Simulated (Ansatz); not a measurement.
**AlPNH4OF (SMILES [NH2][Al]([F])[PH]O): RPA@PBE/def2-SVP**

Aim: the energy change on altering one bond length of AlPNH4OF at RPA@PBE/def2-SVP, from 2 runs. 

Program for the calculation: Ansatz 0.2.0.

147 further runs of the same task are left out: 147 set aside as unsound or not needed.

## (1) The structure to begin with

AlPNH4OF has 9 atoms, charge 0, and is taken as a singlet. SMILES: `[NH2][Al]([F])[PH]O`. Geometry: relaxed at PBE0-D4/def2-TZVP. This is one conformer, not always the lowest.

Bond lengths: N1–Al2 1.755 Å, Al2–F3 1.652 Å, Al2–P4 2.334 Å, P4–O5 1.677 Å, N1–H6 1.007 Å, N1–H7 1.006 Å, P4–H8 1.430 Å, O5–H9 0.960 Å. Angles: N1–Al2–F3 119.8°, N1–Al2–P4 121.0°, F3–Al2–P4 119.0°, Al2–P4–O5 96.2°, Al2–N1–H6 122.5°, Al2–N1–H7 126.3°, Al2–P4–H8 92.8°, O5–P4–H8 100.3°, P4–O5–H9 109.0°, H6–N1–H7 111.1°.

## (2) A single-point energy at RPA@PBE/def2-SVP

Input file run.yaml:

```yaml
crystal:
  periodic: [false, false, false]
  atoms:
    - {symbol: N, position_ang: [1.489200, 1.004600, -0.185800]}
    - {symbol: Al, position_ang: [0.882400, -0.572900, 0.285200]}
    - {symbol: F, position_ang: [1.905300, -1.677400, 0.966000]}
    - {symbol: P, position_ang: [-1.322700, -1.196100, -0.158400]}
    - {symbol: O, position_ang: [-1.889900, 0.351100, -0.471500]}
    - {symbol: H, position_ang: [0.893900, 1.722700, -0.565900]}
    - {symbol: H, position_ang: [2.431700, 1.338900, -0.072400]}
    - {symbol: H, position_ang: [-1.643200, -1.310200, 1.230300]}
    - {symbol: H, position_ang: [-2.658100, 0.293000, -1.044600]}
basis:
  gaussian:
    orbitals: def2-SVP
hamiltonian:
  xc: {name: PBE}
correlation:
  method: rpa
  frozen_orbitals: {Al: 5, F: 1, H: 0, "N": 1, O: 1, P: 5}
accuracy: high
```

The run is started by

```bash
$ ansatz run run.yaml --threads 1 --pin off --max-ram 3480MiB --events-out events.jsonl --progress --plain --runs-dir runs
```

Standard output:

```text
Warning: RAYON_NUM_THREADS=1 ignored (pool sized by the plan → 1); use --threads N
Functional definition: PBE
  name "PBE"
  parameter kappa = 0.804
  parameter beta = 0.06672455060314922
  exchange = pbe_x(kappa = kappa, mu = beta*pi^2/3)
  correlation = pbe_c(beta = beta)
2114 factors; integrals over basis functions are off by at most 6.6e-9 eV
mean field evaluation 1: about -22168.9690 eV, gradient 8.8e1 eV
mean field evaluation 2: about -22168.9646 eV, gradient 8.8e1 eV
mean field evaluation 4: about -22181.1055 eV, gradient 2.8e1 eV
mean field evaluation 8: about -22183.3899 eV, gradient 7.0e-1 eV
mean field evaluation 16: about -22183.3878 eV, gradient 1.1e-4 eV
mean field evaluation 32: about -22137.6287 eV, gradient 5.7e1 eV
mean field -22183.38783061 eV, -815.2244663348 hartree, gradient 2.3e-8 eV, S^2 0.000000; 1 other end points of the search recorded, 0 dependent functions left out
13 core orbitals not correlated: weight in the atoms' cores, before any rotation towards them, 1.000 or more for the frozen orbitals, at most 0.000 for the correlated occupied ones
reference -22135.02575029 eV, -813.4471926638 hartree; 15, 15 occupied and 70, 70 virtual orbitals, 2114 factors
Total energy: -22165.52841822 eV, -814.5681450349 hartree
```

Wall time 17 s (1 thread of Arm Neoverse V1, shared host); peak memory 0.35 GiB.

## (3) The distorted shape

Input file in.yaml:

```yaml
crystal:
  periodic: [false, false, false]
  atoms:
    - {symbol: N, position_ang: [1.585351, 1.038830, -0.602416]}
    - {symbol: Al, position_ang: [0.978551, -0.538670, -0.131416]}
    - {symbol: F, position_ang: [2.001451, -1.643170, 0.549384]}
    - {symbol: P, position_ang: [-1.226549, -1.161870, -0.575016]}
    - {symbol: O, position_ang: [-1.793749, 0.385330, -0.888116]}
    - {symbol: H, position_ang: [0.990051, 1.756930, -0.982516]}
    - {symbol: H, position_ang: [2.527851, 1.373130, -0.489016]}
    - {symbol: H, position_ang: [-1.643200, -1.310200, 1.230300]}
    - {symbol: H, position_ang: [-2.561949, 0.327230, -1.461216]}
basis:
  gaussian: {orbitals: def2-SVP}
hamiltonian: {xc: {name: PBE}}
correlation: {method: rpa, frozen_orbitals: {Al: 5, F: 1, H: 0, "N": 1, O: 1, P: 5}}
accuracy: high
```

The run is started by

```bash
$ ansatz run in.yaml --threads 1 --pin off --max-ram 3480MiB --events-out events.jsonl --progress --plain --runs-dir runs
```

Standard output, shortened:

```text
Warning: RAYON_NUM_THREADS=1 ignored (pool sized by the plan → 1); use --threads N
[... 2 set-up lines as earlier in the session ...]
[...]
2105 factors; integrals over basis functions are off by at most 8.2e-9 eV
[...]
mean field -22182.62760610 eV, -815.1965285990 hartree, gradient 2.1e-8 eV, S^2 0.000000; 0 other end points of the search recorded, 0 dependent functions left out
13 core orbitals not correlated: weight in the atoms' cores, before any rotation towards them, 1.000 or more for the frozen orbitals, at most 0.000 for the correlated occupied ones
reference -22133.81283797 eV, -813.4026189583 hartree; 15, 15 occupied and 70, 70 virtual orbitals, 2105 factors
Total energy: -22164.64213700 eV, -814.5355748008 hartree
```

It took 17 s on 1 thread of Arm Neoverse V1, shared host; peak memory 0.36 GiB.

## (4) Outcome

Level: RPA@PBE/def2-SVP, 13 core orbitals frozen.

| quantity | value |
| --- | --- |
| first shape: total energy | -814.56815 Eh |
| first shape: RPA correlation energy (valence) | -1121.0 mEh |
| distorted shape: total energy | -814.53557 Eh |
| distorted shape: RPA correlation energy (valence) | -1133.0 mEh |
| energy change with the P4–H8 bond stretched from 1.430 to 1.859 Å | 0.886 eV |

With the P4–H8 bond stretched from 1.430 to 1.859 Å the energy rises by 0.89 eV (20.4 kcal/mol). The first shape isn't relaxed at this level, so the change isn't measured from a minimum.
